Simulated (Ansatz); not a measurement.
# NbTeS4: the cost of one run

Method: DFT PBE, scalar-relativistic, plane waves, PAW, in Ansatz 0.2.0.

1 further run of the same task is left out (set aside as unsound or not needed).

**1. The structure to begin with**

The structure is orthorhombic, space group Cmmm (No. 65). The conventional cell has a = 8.223 Å, b = 8.251 Å, c = 3.806 Å, α = 90.00°, β = 90.00°, γ = 90.00°. Around Nb (site symmetry mmm) lie 6 S at 2.44 Å. Te (site symmetry mmm) has 6 S at 2.53 to 2.59 Å as nearest neighbours. Around S (site symmetry 2mm) lie 1 Nb at 2.44 Å and 2 Te at 2.53 Å. Around S (site symmetry m2m) lie 2 Nb at 2.44 Å and 1 Te at 2.59 Å.

As a file:

```cif
data_structure
_symmetry_space_group_name_H-M 'P 1'
_symmetry_Int_Tables_number 1
_cell_length_a 5.8245
_cell_length_b 5.8245
_cell_length_c 3.8063
_cell_angle_alpha 90.000
_cell_angle_beta 90.000
_cell_angle_gamma 90.196
_cell_volume 129.13
loop_
_atom_site_label
_atom_site_type_symbol
_atom_site_fract_x
_atom_site_fract_y
_atom_site_fract_z
_atom_site_occupancy
Nb1 Nb 0.50000 0.50000 0.50000 1
Te1 Te 0.00000 0.00000 0.00000 1
S1 S 0.20337 0.20337 0.50000 1
S2 S 0.79663 0.79663 0.50000 1
S3 S 0.68597 0.31403 0.00000 1
S4 S 0.31403 0.68597 0.00000 1
```

Recipe of the guess: species swapped into a database cell of TiSnO4 (Cmmm, No. 65), with Nb on the Ti sites, Te on the Sn sites and S on the O sites. Its size is a rough estimate.

**2. A first look at the guess**

File input.yaml:

```yaml
crystal:
  lattice:
    - [4.11146419, -4.12554893, 0.0]
    - [4.11146419, 4.12554893, 0.0]
    - [0.0, 0.0, 3.80634799]
  atoms:
    - { symbol: Nb, position: [0.5, 0.5, 0.5] }
    - { symbol: Te, position: [0.0, 0.0, 0.0] }
    - { symbol: S, position: [0.20336799, 0.20336799, 0.5] }
    - { symbol: S, position: [0.79663201, 0.79663201, 0.5] }
    - { symbol: S, position: [0.685968, 0.314032, 0.0] }
    - { symbol: S, position: [0.314032, 0.685968, 0.0] }
basis:
  ecutwfc: 420
kpoints:
  mp_grid: { grid: [4, 4, 4] }
hamiltonian:
  xc: pbe
scf:
  occupations: { method: gaussian, width: 0.1 }
  lower_state_search: "off"
output:
  forces: true
  stress: true
  eigenvalues: true
```

On the command line:

```
> ansatz run input.yaml --threads 1 --pin off --max-ram 2560MiB --backend cpu --events-out ev --progress --plain --runs-dir out
```

Q: Estimate wall time and peak memory on 1 thread of Arm Neoverse V1, shared host.

About 5.8 s, with a peak of 0.39 GiB.
